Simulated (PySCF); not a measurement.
# One shape, several levels: CH5In (SMILES [CH3][InH2])

Aim: a comparison of 3 runs (HF/3-21G, HF/def2-SVP, CCSD/def2-TZVP) of CH5In. The job is set up through a Python script.

Program for the calculation: PySCF 2.14.0.

## Step 1: The system as given

CH5In has 7 atoms, charge 0, and is taken as a singlet. As SMILES, `[CH3][InH2]`. The coordinates come from a PBE0-D4/def2-TZVP relaxation.

Bond lengths: C1–In2 2.153 Å, C1–H3 1.090 Å, C1–H4 1.093 Å, C1–H5 1.091 Å, In2–H6 1.730 Å, In2–H7 1.731 Å. Angles: C1–In2–H6 120.8°, C1–In2–H7 120.0°, In2–C1–H3 111.6°, In2–C1–H4 109.1°, In2–C1–H5 110.7°, H6–In2–H7 119.3°, H3–C1–H4 108.3°, H3–C1–H5 109.4°, H4–C1–H5 107.6°.

## Step 2: Energy and gradient at HF/3-21G (run 1)

run.py reads:

```python
from pyscf import gto, scf

system = gto.M(
    atom='''
C   -0.528500  -0.700600  -0.498600
In   0.594300   0.783800   0.584000
H   -1.415600  -1.012400   0.052500
H   -0.848300  -0.280000  -1.455900
H    0.091200  -1.573000  -0.712000
H   -0.133500   1.677000   1.874900
H    2.240400   1.105200   0.155100
''',
    verbose=4,
    basis='3-21g',
    max_memory=1860,
    charge=0,
)

myscf = scf.RHF(system)
myscf.conv_tol = 1e-10
myscf.kernel()
if not myscf.converged:
    myscf = myscf.newton().run(myscf.mo_coeff, myscf.mo_occ)

e_final = myscf.e_tot
print('E = %.10f Eh' % e_final)
grad = myscf.nuc_grad_method().kernel()
dip = myscf.dip_moment()
pop, q = myscf.mulliken_pop()
```

The run is started by

```console
$ OMP_NUM_THREADS=1 python run.py
```

What it wrote:

```text
PySCF version 2.14.0

[... 59 lines left out ...]
converged SCF energy = -5755.25166891519
[... 14 lines left out ...]
Dipole moment(X, Y, Z, Debye): -0.28349, -0.36499, -0.27293
[... 19 lines left out ...]
pop of  1 In 3px          1.99881
pop of  1 In 3py          1.99868
pop of  1 In 3pz          1.99870
pop of  1 In 4px          1.98236
pop of  1 In 4py          1.97851
pop of  1 In 4pz          1.97900
pop of  1 In 5px          0.42288
pop of  1 In 5py          0.24466
pop of  1 In 5pz          0.28030
pop of  1 In 6px          0.14014
pop of  1 In 6py          0.05394
pop of  1 In 6pz          0.08429
pop of  1 In 3dxy         1.99917
pop of  1 In 3dyz         1.99894
pop of  1 In 3dz^2        1.99963
pop of  1 In 3dxz         1.99922
pop of  1 In 3dx2-y2      1.99932
pop of  1 In 4dxy         1.99420
pop of  1 In 4dyz         1.99090
pop of  1 In 4dz^2        1.99700
pop of  1 In 4dxz         1.99354
pop of  1 In 4dx2-y2      1.99392
pop of  2 H 1s            0.46009
pop of  2 H 2s            0.33079
pop of  3 H 1s            0.45763
pop of  3 H 2s            0.33793
pop of  4 H 1s            0.45911
pop of  4 H 2s            0.33287
pop of  5 H 1s            0.38093
pop of  5 H 2s            0.86737
pop of  6 H 1s            0.38082
pop of  6 H 2s            0.86766
 ** Mulliken atomic charges  **
charge of    0C =     -1.02260
charge of    1In =      0.89782
charge of    2H =      0.20911
charge of    3H =      0.20443
charge of    4H =      0.20802
charge of    5H =     -0.24830
charge of    6H =     -0.24848
```

It took 5.7 s on 1 thread of Intel Xeon at 2.50GHz (Skylake/Cascade Lake), shared host; peak memory 0.12 GiB.

## Step 3: Energy and forces at HF/def2-SVP (core potential) (run 2)

run.py reads:

```python
from pyscf import gto

mol = gto.Mole()
mol.atom = '''
C   -0.528500  -0.700600  -0.498600
In   0.594300   0.783800   0.584000
H   -1.415600  -1.012400   0.052500
H   -0.848300  -0.280000  -1.455900
H    0.091200  -1.573000  -0.712000
H   -0.133500   1.677000   1.874900
H    2.240400   1.105200   0.155100
'''
mol.basis = 'def2-svp'
mol.max_memory = 1860
mol.verbose = 4
mol.ecp = {'In': 'def2-svp'}
mol.build()

calc0 = mol.RHF()
calc0.conv_tol = 1e-10
calc0.kernel()
if not calc0.converged:
    calc0 = calc0.newton().run(calc0.mo_coeff, calc0.mo_occ)

etot = calc0.e_tot
print('Final energy', etot)
grad = calc0.nuc_grad_method().kernel()
dip = calc0.dip_moment()
pop, q = calc0.mulliken_pop()
```

The run is started by

```console
$ OMP_NUM_THREADS=1 python run.py
```

What it wrote:

```text
PySCF version 2.14.0

[... 61 lines left out ...]
converged SCF energy = -229.915058481976
Final energy -229.9150584819756
[... 13 lines left out ...]
Dipole moment(X, Y, Z, Debye): -0.31432, -0.40761, -0.29571
[... 34 lines left out ...]
pop of  1 In 4dxz         1.94082
pop of  1 In 4dx2-y2      1.94160
pop of  1 In 5dxy         0.07848
pop of  1 In 5dyz         0.07536
pop of  1 In 5dz^2        0.07021
pop of  1 In 5dxz         0.08024
pop of  1 In 5dx2-y2      0.07983
pop of  2 H 1s            0.74091
pop of  2 H 2s            0.17370
pop of  2 H 2px           0.01308
pop of  2 H 2py           0.00569
pop of  2 H 2pz           0.00851
pop of  3 H 1s            0.73849
pop of  3 H 2s            0.18100
pop of  3 H 2px           0.00570
pop of  3 H 2py           0.00753
pop of  3 H 2pz           0.01447
pop of  4 H 1s            0.73986
pop of  4 H 2s            0.17631
pop of  4 H 2px           0.00936
pop of  4 H 2py           0.01298
pop of  4 H 2pz           0.00511
pop of  5 H 1s            0.66973
pop of  5 H 2s            0.52012
pop of  5 H 2px           0.00178
pop of  5 H 2py           0.00218
pop of  5 H 2pz           0.00394
pop of  6 H 1s            0.66958
pop of  6 H 2s            0.52110
pop of  6 H 2px           0.00616
pop of  6 H 2py           0.00078
pop of  6 H 2pz           0.00094
 ** Mulliken atomic charges  **
charge of    0C =     -0.40385
charge of    1In =      0.63285
charge of    2H =      0.05811
charge of    3H =      0.05282
charge of    4H =      0.05639
charge of    5H =     -0.19774
charge of    6H =     -0.19857
```

Run time: 9.3 s. Hardware: 1 thread of Intel Xeon at 2.50GHz (Skylake/Cascade Lake), shared host; peak memory 0.14 GiB.

## Step 4: The energy at CCSD/def2-TZVP (core potential) (run 3)

start.xyz reads:

```xyz
7

C     -0.528500    -0.700600    -0.498600
In     0.594300     0.783800     0.584000
H     -1.415600    -1.012400     0.052500
H     -0.848300    -0.280000    -1.455900
H      0.091200    -1.573000    -0.712000
H     -0.133500     1.677000     1.874900
H      2.240400     1.105200     0.155100
```

input.py reads:

```python
from pyscf import gto, scf, cc

molecule = gto.M(
    atom='start.xyz',
    basis='def2-tzvp',
    ecp={'In': 'def2-svp'},
    spin=0,
    max_memory=1860,
    verbose=3,
)

myscf = scf.RHF(molecule)
myscf.conv_tol = 1e-10
myscf.kernel()
if not myscf.converged:
    myscf = myscf.newton().run(myscf.mo_coeff, myscf.mo_occ)

mycc = cc.CCSD(myscf, frozen=5)
mycc.kernel()
etot = mycc.e_tot
print('E = %.10f Eh' % etot)
myscf.analyze()
```

The run is started by

```console
$ OMP_NUM_THREADS=1 python input.py
```

What it wrote:

```text
converged SCF energy = -229.96700403027
[... 3 lines left out ...]
MO #1   energy= -11.2040915748479  occ= 2
[... 9 lines left out ...]
MO #11  energy= -0.905689883909428 occ= 2
[... 9 lines left out ...]
MO #21  energy= 0.146049039821705  occ= 0
[... 9 lines left out ...]
MO #31  energy= 0.367046277738012  occ= 0
[... 9 lines left out ...]
MO #41  energy= 0.703068874605249  occ= 0
[... 9 lines left out ...]
MO #51  energy= 1.10785811059705   occ= 0
[... 9 lines left out ...]
MO #61  energy= 1.46367848257629   occ= 0
[... 9 lines left out ...]
MO #71  energy= 2.1898421824308    occ= 0
[... 9 lines left out ...]
MO #81  energy= 2.57670267199305   occ= 0
[... 9 lines left out ...]
MO #91  energy= 3.10908765423006   occ= 0
[... 9 lines left out ...]
MO #101 energy= 3.88735305233263   occ= 0
[... 9 lines left out ...]
MO #111 energy= 125.72858579638    occ= 0
[... 8 lines left out ...]
Dipole moment(X, Y, Z, Debye): -0.33066, -0.43038, -0.30276
```

It took 49 s on 1 thread of Intel Xeon at 2.50GHz (Skylake/Cascade Lake), shared host; peak memory 0.84 GiB.

## Step 5: All runs side by side

```csv
run,level,core potential,task,energy (Eh),dipole moment (D) of the reference,HOMO energy (eV),LUMO energy (eV),wall time
1,HF/3-21G,–,gradient,-5755.251669,0.54,-10.15,1.05,5.7 s
2,HF/def2-SVP (core potential),def2-svp,gradient,-229.915058,0.59,-10.26,0.99,9.3 s
3,CCSD/def2-TZVP (core potential),def2-svp,energy,-230.457282,0.62,-10.25,0.75,49 s
```

## Step 6: Results

| quantity | value |
| --- | --- |
| run 3: total energy | -230.45728 Eh |
| run 3: dipole moment (Hartree–Fock density) | 0.62 D |
| run 3: HOMO energy (Hartree–Fock orbitals) | -10.25 eV |
| run 3: LUMO energy (Hartree–Fock orbitals) | 0.75 eV |
| run 3: HOMO–LUMO gap (Hartree–Fock orbitals) | 11.00 eV |
| run 3: correlation energy (5 core orbitals frozen) | -490.3 mEh |
| run 3: T1 diagnostic | 0.013 |

What this shows: Some runs of one species differ in core potentials or relativity; totals across that change don't compare. In run 1 relativity is left out where basis or elements ask for it. All runs together took 64 s, the longest 49 s.
